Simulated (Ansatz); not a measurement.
# Na3H2: the cost of one run

Program: Ansatz 0.2.0. Level of theory: DFT PBE, scalar-relativistic, plane waves, PAW. These are calculated values, not measurements.

1 further run of the same task is left out (it didn't finish).

## (1) Starting point

The structure is trigonal, space group R-3m (No. 166). The conventional cell has a = 3.348 Å, b = 3.348 Å, c = 23.281 Å, α = 90.00°, β = 90.00°, γ = 120.00°. Around Na (site symmetry -3m) lie 6 H at 2.48 Å. Around Na (site symmetry 3m) lie 3 H at 2.35 Å. Around H (site symmetry 3m) lie 6 Na at 2.35 to 2.48 Å.

As a file:

```
CELL_PARAMETERS angstrom
1.67407 0.96653 7.76019
-1.67407 0.96653 7.76019
0.00000 -1.93306 7.76019
ATOMIC_POSITIONS crystal
Na 0.00000 0.00000 0.00000
Na 0.20950 0.20950 0.20950
Na 0.79050 0.79050 0.79050
H 0.40000 0.40000 0.40000
H 0.60000 0.60000 0.60000
```

This is candidate A: anti-tetradymite type (R-3m, No. 166).

(A quick probe on a coarse mesh, which set the mesh and smearing, is not shown.)

## (3) Rough relaxation on the coarse mesh (candidate A)

input.yaml

```yaml
crystal:
  lattice:
    - [1.6740748664, 0.9665275748, 7.7601861898]
    - [-1.6740748664, 0.9665275748, 7.7601861898]
    - [0.0, -1.9330551495, 7.7601861898]
  atoms:
    - { symbol: Na, position: [0.0, 0.0, 0.0] }
    - { symbol: Na, position: [0.2095, 0.2095, 0.2095] }
    - { symbol: Na, position: [0.7905, 0.7905, 0.7905] }
    - { symbol: H, position: [0.4, 0.4, 0.4] }
    - { symbol: H, position: [0.6, 0.6, 0.6] }
basis:
  ecutwfc: 420
kpoints:
  mp_grid: { grid: [6, 6, 6] }
hamiltonian:
  xc: pbe
scf:
  occupations: { method: gaussian, width: 0.1 }
  lower_state_search: "off"
output:
  forces: true
  stress: true
  eigenvalues: true
relax:
  adjacent_minimum: "off"
  f_tol: 0.04
  max_steps: 70
  cell: { stress_tol: 0.4 }
```

Launch:

```sh
$ ansatz run input.yaml --threads 1 --pin off --max-ram 2560MiB --backend cpu --events-out ev --progress --plain --runs-dir out
```

Q: Estimate wall time and peak memory on 1 thread of Arm Neoverse N1, shared host.

About 31 s, with a peak of 0.35 GiB.
